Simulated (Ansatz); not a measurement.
# C: the cost of one run

Program: Ansatz 0.2.0. Level of theory: DFT LDA, scalar-relativistic. These are calculated values, not measurements.

### Step 1. The starting structure

The structure is cubic, space group Fd-3m (No. 227). The conventional cell has a = 3.567 Å, b = 3.567 Å, c = 3.567 Å, α = 90.00°, β = 90.00°, γ = 90.00°. Around C (site symmetry -43m) lie 4 C at 1.54 Å.

Structure file:

```
CELL_PARAMETERS angstrom
0.00000 1.78340 1.78340
1.78340 0.00000 1.78340
1.78340 1.78340 0.00000
ATOMIC_POSITIONS crystal
C 0.50000 0.50000 0.50000
C 0.75000 0.75000 0.75000
```

The geometry is a database entry used as it stands. It may stem from high pressure or temperature, or be incomplete, so it serves as a test cell.

Atoms are numbered in the order of the input: C1, C2.

### Step 2. Volume × 0.94, LAPW

Contents of input.yaml:

```yaml
crystal:
  lattice:
    - [0.0, 1.7469938663, 1.7469938663]
    - [1.7469938663, 0.0, 1.7469938663]
    - [1.7469938663, 1.7469938663, 0.0]
  atoms:
    - { symbol: C, position: [0.5, 0.5, 0.5] }
    - { symbol: C, position: [0.75, 0.75, 0.75] }
kpoints:
  mp_grid: { grid: [16, 16, 16] }
  band_path:
    path:
      - [0.0, 0.0, 0.0]
      - [0.5, 0.0, 0.5]
      - [0.625, 0.25, 0.625]
      - [0.375, 0.375, 0.75]
      - [0.0, 0.0, 0.0]
      - [0.5, 0.5, 0.5]
      - [0.5, 0.25, 0.75]
      - [0.5, 0.0, 0.5]
    npoints: 5
scf:
  occupations: { method: fermi_dirac, width: 0.03 }
hamiltonian:
  xc: lda
  pseudopotentials: { kind: all_electron, lapw: { basis_error: 0.00025 } }
output:
  forces: true
  stress: true
  eigenvalues: true
```

Run with:

```sh
$ ansatz run input.yaml --threads 1 --pin off --max-ram 3072MiB --backend cpu --events-out ev --progress --plain --runs-dir out
```

Q: Estimate wall time and peak memory on 1 thread of Arm Neoverse V1, shared host.

About 12 s, with a peak of 0.32 GiB.
